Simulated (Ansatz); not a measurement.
# CH5BOSi, SMILES O=CB[SiH3]: a short molecular-dynamics run

With the Ansatz DFT code, driven from Python.

Run as a notebook:

```python
import warnings

import ansatz
import numpy as np

warnings.simplefilter("ignore", ansatz.DeckWarning)
```

```python
ch5bosi = (
    ansatz.Crystal.molecule()
    .atom("O", (0.318, 1.8186, -2.0294))
    .atom("C", (0.3478, 0.8156, -1.4188))
    .atom("B", (-0.3002, 0.7123, -0.0019))
    .atom("Si", (-0.0657, -0.939, 1.0045))
    .atom("H", (0.8571, -0.042, -1.877))
    .atom("H", (-0.8163, 1.6556, 0.4923))
    .atom("H", (-0.7749, -2.0213, 0.2565))
    .atom("H", (1.315, -1.274, 1.2006))
    .atom("H", (-0.7924, -0.7721, 2.3561))
)
```

```python
base = ch5bosi.calculation()
base = base.basis(gaussian="def2-SVP").functional("PBE0")
base = base.md("nvt_langevin", timestep=0.5, steps=20, temperature=200, initial_velocities="maxwell_boltzmann", seed=20, friction=0.01)
frames = []
base.session().plan().execute(on_event=lambda e: frames.append(e["data"]) if e["event"] == "md_step" else None)
print("t (fs)   E_pot (eV)      E_kin (eV)   T (K)   d(0-1) (A)")
for f in frames[::2]:
    xyz = np.array(f["positions_ang"])
    print(f"{f['time_fs']:6.2f} {f['lagrangian_ev']:14.5f} {f['e_kin_ev']:10.5f} {f['temperature_k']:8.1f} {np.linalg.norm(xyz[0] - xyz[1]):9.4f}")
print("mean temperature", round(float(np.mean([f["temperature_k"] for f in frames])), 1), "K")
```

    t (fs)   E_pot (eV)      E_kin (eV)   T (K)   d(0-1) (A)
      0.00   -11703.77049    0.20682    177.8    1.1746
      1.00   -11703.76153    0.19901    171.1    1.1683
      2.00   -11703.77137    0.20001    171.9    1.1666
      3.00   -11703.79381    0.23396    201.1    1.1709
      4.00   -11703.81763    0.24680    212.1    1.1807
      5.00   -11703.83186    0.27349    235.1    1.1939
      6.00   -11703.83396    0.26802    230.4    1.2086
      7.00   -11703.82952    0.26533    228.1    1.2229
      8.00   -11703.81548    0.24760    212.8    1.2358
      9.00   -11703.79702    0.21748    186.9    1.2455
     10.00   -11703.79019    0.21084    181.2    1.2507
    mean temperature 201.3 K

Notes:
- These settings explore the input space; basis and method may be short of convergence.
- The trajectory is only some femtoseconds long, so its temperature is not equilibrated; where the script doesn't relax first, it starts from a rough generated geometry.
- The printed temperature counts all 3N degrees of freedom under Langevin dynamics, so the first row lies under the target.
- Hardware and time: 68 s on 1 thread of Arm Neoverse V2, on a shared host, peak memory 0.23 GiB.

(Lines on the test bed's own set-up are left out of the output.)
